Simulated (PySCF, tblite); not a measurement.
# C₆H₁₁FO+ (doublet): geometry, infrared bands and EPR parameters

Aim: predict the infrared bands and EPR parameters of C₆H₁₁FO+ (doublet) (`CC[C@](C)(F)C(C)=[O+]`).

Programs: tblite 0.8.0 and PySCF 2.14.0, with density-fitted response routines of our own. Each step states its level of theory. These are calculated values for one molecule in the gas phase, unless marked as measured. Atoms are numbered from 0 throughout.

**1. Starting geometry**

19 atoms, charge 1, multiplicity 2; geometry from: force field or distance geometry start.

Bonds of the start (Å): C0–C1 1.52, C1–C2 1.51, C2–C3 1.53, C2–F4 1.39, C2–C5 1.46, C5–C6 1.50, C5–O7 1.24, C0–H8 1.11, C0–H9 1.13, C0–H10 1.12, C1–H11 1.12, C1–H12 1.10, C3–H13 1.10, C3–H14 1.12, C3–H15 1.12, C6–H16 1.10, C6–H17 1.10, C6–H18 1.11.

**2. Relaxing the molecule with GFN2-xTB**

The job: settings as JSON, then the geometry in Å.

```
{"job": {"kind": "relax", "xc": "GFN2-xTB", "basis": "xTB"}, "charge": 1, "multiplicity": 2}
C     -1.840900     1.235900    -0.281100
C     -0.500500     0.617000    -0.640000
C      0.056500    -0.174200     0.516600
C     -0.972800    -1.262100     0.813700
F      0.201800     0.706500     1.581600
C      1.338000    -0.835100     0.269400
C      2.503900     0.047900    -0.082400
O      1.503500    -2.057800     0.352700
H     -2.040100     1.047400     0.793000
H     -1.746900     2.341000    -0.487500
H     -2.667900     0.883900    -0.942700
H     -0.720500    -0.095800    -1.481400
H      0.172800     1.394500    -1.017900
H     -1.595500    -1.046000     1.694300
H     -1.661800    -1.319600    -0.067100
H     -0.487300    -2.264800     0.866900
H      2.176200     0.956900    -0.611400
H      3.087900     0.368100     0.793400
H      3.184000    -0.534000    -0.737700
```

Started as:

```console
> OMP_NUM_THREADS=1 python probes_run.py task.json out
```

The driver reads the jobs from task.json and runs them one after another.

Output:

```text
step      E/eV     max force
  0    -726.64154    4.743
  1    -726.92250    4.488
  2    -727.09678    1.098
  3    -727.15644    0.868
  4    -727.24131    0.789
  5    -727.27275    0.430
  6    -727.31182    0.474
  7    -727.33688    0.430
  8    -727.35244    0.261
  9    -727.36521    0.229
 10    -727.37695    0.339
 11    -727.38911    0.339
 12    -727.40065    0.262
 13    -727.41054    0.211
 14    -727.41820    0.197
 15    -727.42358    0.159
 16    -727.42752    0.169
 17    -727.43131    0.183
 18    -727.43597    0.181
 19    -727.44147    0.191
 20    -727.44702    0.186
 21    -727.45256    0.201
 22    -727.45961    0.246
 23    -727.46983    0.338
 24    -727.48221    0.445
 25    -727.49497    0.346
 26    -727.50622    0.299
 27    -727.51706    0.254
 28    -727.52873    0.534
 29    -727.54126    0.511
 30    -727.55472    0.660
 31    -727.56985    0.483
 32    -727.58233    0.252
 33    -727.59499    0.322
 34    -727.60869    0.291
 35    -727.61748    0.313
 36    -727.62298    0.974
 37    -727.63908    0.313
 38    -727.65838    0.518
 39    -727.67949    0.667
 40    -727.69624    0.518
 41    -727.71085    0.369
 42    -727.72462    0.463
 43    -727.73623    0.311
 44    -727.74794    0.318
 45    -727.75853    0.429
 46    -727.76785    0.493
 47    -727.78007    0.496
 48    -727.79216    0.376
 49    -727.80227    0.230
 50    -727.80909    0.226
 51    -727.81402    0.231
 52    -727.81750    0.518
 53    -727.82477    0.215
 54    -727.82996    0.152
 55    -727.83269    0.143
 56    -727.83507    0.141
 57    -727.83731    0.128
 58    -727.83954    0.099
 59    -727.84142    0.081
 60    -727.84268    0.068
 61    -727.84362    0.061
 62    -727.84459    0.082
 63    -727.84586    0.075
 64    -727.84742    0.090
 65    -727.84905    0.088
 66    -727.85043    0.097
 67    -727.85171    0.116
 68    -727.85317    0.089
 69    -727.85509    0.119
 70    -727.85695    0.186
 71    -727.85885    0.203
 72    -727.86119    0.201
 73    -727.86412    0.169
 74    -727.86726    0.125
 75    -727.86988    0.119
 76    -727.87213    0.109
 77    -727.87416    0.094
 78    -727.87683    0.115
 79    -727.87808    0.146
 80    -727.87921    0.120
 81    -727.88008    0.102
 82    -727.88126    0.067
 83    -727.88251    0.067
 84    -727.88364    0.070
 85    -727.88447    0.100
 86    -727.88516    0.059
 87    -727.88579    0.113
 88    -727.88652    0.088
 89    -727.88735    0.075
 90    -727.88814    0.055
 91    -727.88877    0.047
 92    -727.88919    0.035
 93    -727.88946    0.039
 94    -727.88970    0.053
 95    -727.88992    0.073
 96    -727.89013    0.068
 97    -727.89037    0.062
 98    -727.89065    0.042
 99    -727.89093    0.045
100    -727.89115    0.038
101    -727.89129    0.041
102    -727.89144    0.039
103    -727.89165    0.041
104    -727.89193    0.050
105    -727.89212    0.030
106    -727.89221    0.016
107    -727.89226    0.017
108    -727.89231    0.024
109    -727.89237    0.027
110    -727.89242    0.024
111    -727.89246    0.017
112    -727.89248    0.016
113    -727.89251    0.017
114    -727.89256    0.015
115    -727.89262    0.015
116    -727.89267    0.020
117    -727.89273    0.026
118    -727.89278    0.034
119    -727.89286    0.039
120    -727.89295    0.030
121    -727.89302    0.018
122    -727.89307    0.012
123    -727.89310    0.010
124    -727.89311    0.009
```

Run time: 2.4 s. Hardware: 1 thread of AMD EPYC, shared host.

The steps of the relaxation: (not every step is listed)

```
step  energy from step 0 (eV)  largest force (eV/Å)
   0                   0.0000                4.7435
   1                  -0.2810                4.4885
   2                  -0.4552                1.0980
   3                  -0.5149                0.8680
   4                  -0.5998                0.7892
   5                  -0.6312                0.4301
   6                  -0.6703                0.4738
   7                  -0.6953                0.4302
   8                  -0.7109                0.2608
  19                  -0.7999                0.1912
  30                  -0.9132                0.6604
  41                  -1.0693                0.3691
  52                  -1.1760                0.5177
  63                  -1.2043                0.0750
  74                  -1.2257                0.1249
  85                  -1.2429                0.0998
  96                  -1.2486                0.0677
 107                  -1.2507                0.0172
 118                  -1.2512                0.0340
 119                  -1.2513                0.0389
 120                  -1.2514                0.0305
 121                  -1.2515                0.0184
 122                  -1.2515                0.0124
 123                  -1.2516                0.0104
 124                  -1.2516                0.0094
```

Close pairs (by a distance rule), those that changed most:

```
  bond  before (Å)  after (Å)  change (Å)
 C2–C5       1.463      1.632      +0.169
 C5–O7       1.237      1.177      -0.060
 C0–H9       1.128      1.090      -0.039
 C2–F4       1.390      1.354      -0.035
C3–H14       1.120      1.087      -0.033
C1–H11       1.124      1.093      -0.032
 C5–C6       1.504      1.475      -0.030
C0–H10       1.116      1.088      -0.028
```

The end geometry stands in the next job.

**3. Infrared spectrum with GFN2-xTB**

The job: settings as JSON, then the geometry in Å.

```
{"job": {"kind": "ir", "xc": "GFN2-xTB", "basis": "xTB"}, "charge": 1, "multiplicity": 2}
C     -2.008098     1.335134    -0.285028
C     -0.751503     0.662167    -0.822420
C     -0.009101    -0.059304     0.300015
C     -0.670983    -1.263760     0.920377
F      0.366547     0.819102     1.260165
C      1.335029    -0.651433    -0.411972
C      2.557833    -0.277598     0.322335
O      1.190145    -1.293044    -1.387629
H     -1.804424     2.034654     0.525432
H     -2.448163     1.912892    -1.097257
H     -2.716259     0.591352     0.075337
H     -0.976474    -0.071165    -1.601003
H     -0.113003     1.432893    -1.265135
H     -1.552114    -0.920519     1.470364
H     -0.970154    -1.982629     0.162572
H     -0.026438    -1.750575     1.652801
H      2.709062     0.802407     0.251038
H      2.473983    -0.509155     1.384571
H      3.404310    -0.802167    -0.122139
```

Output:

```text
mode    cm-1     km/mol
  1      54.2      6.33
  2      93.0      0.48
  3     130.4      3.39
  4     164.1      1.09
  5     181.5      0.21
  6     220.4      4.49
  7     242.6      6.97
  8     289.8      1.18
  9     309.6      1.14
 10     341.4      2.06
 11     411.1      7.44
 12     451.0      9.12
 13     525.8     81.62
 14     546.9      0.85
 15     615.3     56.86
 16     783.1     33.75
 17     801.5      5.39
 18     941.4     80.74
 19     947.3     16.65
 20     958.8     46.13
 21     977.9      0.90
 22     994.6     25.25
 23    1021.2    119.04
 24    1035.4     19.96
 25    1058.6     39.57
 26    1094.4     69.79
 27    1179.3     45.85
 28    1215.9     98.25
 29    1255.8     26.10
 30    1324.7    104.43
 31    1350.1    224.06
 32    1352.9     44.09
 33    1362.2     57.24
 34    1382.3     66.32
 35    1387.8     17.81
 36    1402.7     92.96
 37    1418.9     41.07
 38    1425.7     24.88
 39    1451.6     43.11
 40    1859.2    305.07
 41    2958.1      4.61
 42    2964.2     34.41
 43    2976.4     24.59
 44    2983.3     23.45
 45    3006.4     63.92
 46    3009.8     77.18
 47    3020.2     34.08
 48    3021.4     47.74
 49    3022.7     22.36
 50    3030.0      4.08
 51    3064.3      2.34
```

It took 1.9 s on 1 thread of AMD EPYC, shared host.

The strongest bands and the atoms that carry them (share of the mass-weighted mode):

```
cm⁻¹  km/mol                                  atoms
 526    81.6    C5 36 %, O7 26 %, C6 13 %, H18 11 %
 941    80.7             H9 17 %, H15 11 %, C6 10 %
1021   119.0  H11 13 %, C1 12 %, H18 12 %, H10 11 %
1216    98.2            C2 38 %, H11 26 %, H12 16 %
1325   104.4  H16 36 %, H17 33 %, H18 15 %, C6 14 %
1350   224.1    H8 36 %, H9 23 %, H10 19 %, C0 10 %
1403    93.0  H9 28 %, H10 27 %, H11 15 %, H12 15 %
1859   305.1                       C5 60 %, O7 39 %
```

**4. EPR parameters: B3LYP/pcH-1**

The job, as its differences from that of step 3:

```diff
@@ -1,2 +1,2 @@
-{"job": {"kind": "ir", "xc": "GFN2-xTB", "basis": "xTB"}, "charge": 1, "multiplicity": 2}
+{"job": {"kind": "epr", "basis": "pcH-1"}, "charge": 1, "multiplicity": 2}
 C     -2.008098     1.335134    -0.285028
```

With the program's defaults for keys left out, this is: UKS B3LYP, pcH-1 on C F H O, non-relativistic, mean-field spin-orbit, GIAO.

Output:

```text
UKS, coarse grid
  cycle   1  E = -409.83291398  |g| = 7.08e-01
  cycle   2  E = -408.99644125  |g| = 1.66e+00
  cycle   3  E = -409.99659022  |g| = 2.76e-01
  cycle   4  E = -410.02514330  |g| = 1.26e-01
  cycle   5  E = -410.03066946  |g| = 3.49e-02
  cycle   6  E = -410.03110331  |g| = 1.58e-02
  cycle   7  E = -410.03120534  |g| = 6.95e-03
  cycle   8  E = -410.03123517  |g| = 2.33e-03
  cycle   9  E = -410.03123988  |g| = 7.13e-04
UKS, final grid
  cycle   1  E = -410.03117558  |g| = 8.82e-04
  cycle   2  E = -410.03117481  |g| = 1.69e-03
  cycle   3  E = -410.03117599  |g| = 4.37e-04
  cycle   4  E = -410.03117607  |g| = 1.26e-04
  cycle   5  E = -410.03117609  |g| = 7.80e-05
  cycle   6  E = -410.03117609  |g| = 1.87e-05
E = -410.03117609 Eh   <S^2> = 0.7545 (exact 0.7500)
g shifts (ppm)      1          2          3
  rmc          -270       -270       -270
  gc              1         26         44
  oz_so          -7       1594       6928
  total        -276       1350       6701
hyperfine (MHz)  atom isotope    a_iso     a_fc   dipolar eigenvalues
    0   13C       2.71       2.71     -4.33     -4.01      8.34
    1   13C      -7.20      -7.20     -6.78     -6.32     13.10
    2   13C       5.12       5.12    -28.17    -27.45     55.62
    3   13C      -2.28      -2.28     -4.57     -4.18      8.75
    4   19F      38.93      38.93   -125.42   -117.92    243.34
    5   13C     -48.56     -48.56    -22.02     -6.34     28.36
    6   13C      45.39      45.39    -14.09    -13.48     27.58
    7   17O     -27.37     -27.37   -144.77     66.66     78.11
    8    1H       4.53       4.53     -3.07     -1.02      4.09
    9    1H      28.82      28.82     -2.87     -0.72      3.58
   10    1H       3.17       3.17     -3.09      0.96      2.14
   11    1H      10.62      10.62     -6.83      1.71      5.12
   12    1H      19.97      19.97     -4.70     -2.50      7.20
   13    1H      60.34      60.34     -4.05     -0.76      4.82
   14    1H      -1.27      -1.27     -4.87      0.64      4.23
   15    1H      19.22      19.22     -3.99     -2.59      6.58
   16    1H      -7.42      -7.42     -6.39     -1.10      7.49
   17    1H      -9.63      -9.63     -6.65     -1.02      7.67
   18    1H      13.45      13.45     -7.88      1.19      6.69
```

Run time: 3.4 min. Hardware: 1 thread of AMD EPYC, shared host; peak memory 1.1 GiB.

Principal g values 2.00204, 2.00367, 2.00902; g(iso) = 2.00491, against 2.00232 for a free electron.

Mean a(iso) over the nuclei that a row names, and the largest dipolar term of the row (other rows stand at the frozen geometry):

```
       nuclei  isotope  a(iso) (MHz)  a(iso) (G, at g = 2.0023)  largest dipolar term (MHz)
           C5      13C         -48.6                      -17.3                        28.4
           C6      13C          45.4                       16.2                        27.6
           F4      19F          38.9                       13.9                       243.3
           O7      17O         -27.4                       -9.8                      -144.8
H13, H14, H15       1H          26.1                        9.3                         6.6
          H12       1H          20.0                        7.1                         7.2
  H8, H9, H10       1H          12.2                        4.3                         4.1
          H11       1H          10.6                        3.8                        -6.8
           C1      13C          -7.2                       -2.6                        13.1
           C2      13C           5.1                        1.8                        55.6
           C0      13C           2.7                        1.0                         8.3
           C3      13C          -2.3                       -0.8                         8.8
H16, H17, H18       1H          -1.2                       -0.4                        -7.9
```

Mulliken spin populations:

C0 0.03; C1 0.04; C2 0.20; C3 0.03; F4 0.05; C5 0.01; C6 0.12; O7 0.47; H8 0.00; H9 0.01; H10 0.00; H11 0.00; H12 0.01; H13 0.02; H14 0.00; H15 0.01; H16 0.00; H17 -0.01; H18 0.01

In first order the couplings over 0.8 MHz of 19F, 1H give 512 distinct lines over 67.0 G, if the averaged nuclei exchange fast.

Orbitals, density, ELF and potential are computed afterwards from the orbital file.

ELF in a plane through or near 7 of the atoms.

Ten even steps from ' ' (0.00) to '@' (1.00):
```
                                                        
                                                        
                                                        
                                                        
                ....      ..**%%**                      
              --****..    ::@@@@%%::    ==##==          
        ..::::**@@%%--    ..%%@@%%::..++@@@@@@==        
        ++######%%##--      --##**====##@@@@@@++        
      ..%%@@@@::##++++::::--++**++%%++**++##++..        
      ..++%%%%==::****==**--**%%++##====**==..          
          ..--****==----++==..++....**@@@@@@==          
            ::++==..  ..++%%%%++..  ++@@@@@@**          
                      --**==--####::  ==@@@@--          
                    ##@@@@==..@@@@@@..  ..::            
                  ==@@@@@@%%**%%@@@@++                  
                  --@@@@@@##::++%%%%--                  
                    ::++==..    ..                      
                                                        
                                                        
                                                        
```
The map spans 12.0 Å across and 9.6 Å up, centred on the molecule. Atoms in the plane (x, y in Å): C0 (2.4, 0.5), C2 (0.0, -0.2), C3 (0.1, -1.7), C6 (-2.5, 0.5), H9 (3.1, 1.2), H10 (2.7, -0.5), H15 (-0.8, -2.2).

On the surface of density 0.002 e/bohr³ the electrostatic potential runs, from the 1st to the 99th percentile, from 3.41 V near F4 to 6.13 V near C5.

The spin density lies nearest to O7 40 %; C2 17 %; C5 12 %; C6 8 %.

**5. Summary of results**

| quantity | value |
| --- | --- |
| strongest single infrared mode (GFN2-xTB) | 1859 cm⁻¹, 305 km/mol |
| zero-point energy (GFN2-xTB) | 96.7 kcal/mol |
| g(iso) (B3LYP) | 2.00491 |
| ⟨S²⟩ | 0.754 (exact 0.75) |
| largest a(iso) (averaged by class) | 13C on C5, -48.6 MHz |

What this shows: Relaxing lowered the energy by 1.252 eV in 124 steps; the close pair that moved most is C2–C5, from 1.463 to 1.632 Å. No mode is imaginary among the 51: a minimum at this level. The strongest single mode, at 1859 cm⁻¹, moves mainly C5 and O7. GFN2-xTB is a fitted tight-binding method: band positions and strengths are rough. Its intensities can rank the bands wrongly. O7 carries the largest spin population, 0.47 e. The isotropic g lies 2.6 ppt above the free-electron value.
